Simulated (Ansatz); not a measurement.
# NaHgF3: the cost of one run

Code: Ansatz 0.2.0. PAW datasets, plane waves. The calculation is spin-unpolarised, and the structure need not be a phase that has been made.

## Step 1: Starting point

The unstrained cell was relaxed with r2SCAN; in each strained cell the atoms were relaxed again with r2SCAN. Names of k-points are those of the unstrained zone, where strain can split equivalent points. First state: no strain.

The symmetry is Pm-3m (No. 221, cubic); conventional cell a = 4.499 Å, 18.21 Å³ an atom. Around Na lie 12 F at 3.18 Å; around Hg lie 6 F at 2.25 Å; around F lie 2 Hg at 2.25 Å and 4 Na at 3.18 Å.

As a file:

```
Na Hg F
1.0
     4.49882    0.00000    0.00000
     0.00000    4.49882    0.00000
     0.00000    0.00000    4.49882
Na Hg F
1 1 3
Direct
  0.00000 0.00000 0.00000
  0.50000 0.50000 0.50000
  0.50000 0.50000 0.00000
  0.50000 0.00000 0.50000
  0.00000 0.50000 0.50000
```

## Step 2: No strain: PBE

Contents of input.yaml:

```yaml
crystal:
  lattice:
    - [4.4988204079, 0.0, 0.0]
    - [0.0, 4.4988204079, 0.0]
    - [0.0, 0.0, 4.4988204079]
  atoms:
    - { symbol: Na, position: [0.0, 0.0, 0.0] }
    - { symbol: Hg, position: [0.5, 0.5, 0.5] }
    - { symbol: F, position: [0.5, 0.5, 0.0] }
    - { symbol: F, position: [0.5, 0.0, 0.5] }
    - { symbol: F, position: [0.0, 0.5, 0.5] }
kpoints:
  mp_grid: { grid: [6, 6, 6] }
  band_path:
    path: [[0.0, 0.0, 0.0], [0.0, 0.5, 0.0], [0.5, 0.5, 0.0], [0.5, 0.5, 0.5]]
    npoints: 1
hamiltonian:
  xc: pbe
scf:
  occupations: { method: fermi_dirac, width: 0.02 }
  n_extra_bands: 5
output:
  forces: true
  stress: true
  eigenvalues: true
```

The run is started by

```
ansatz run input.yaml --threads 2 --pin off --max-ram 2211MiB --backend cpu --events-out ev --progress --plain --runs-dir out
```

**Question.** How long does this run take on 2 threads of Arm Neoverse N1, shared host, and how much memory does it need?

About 3.4 s, with a peak of 0.42 GiB.
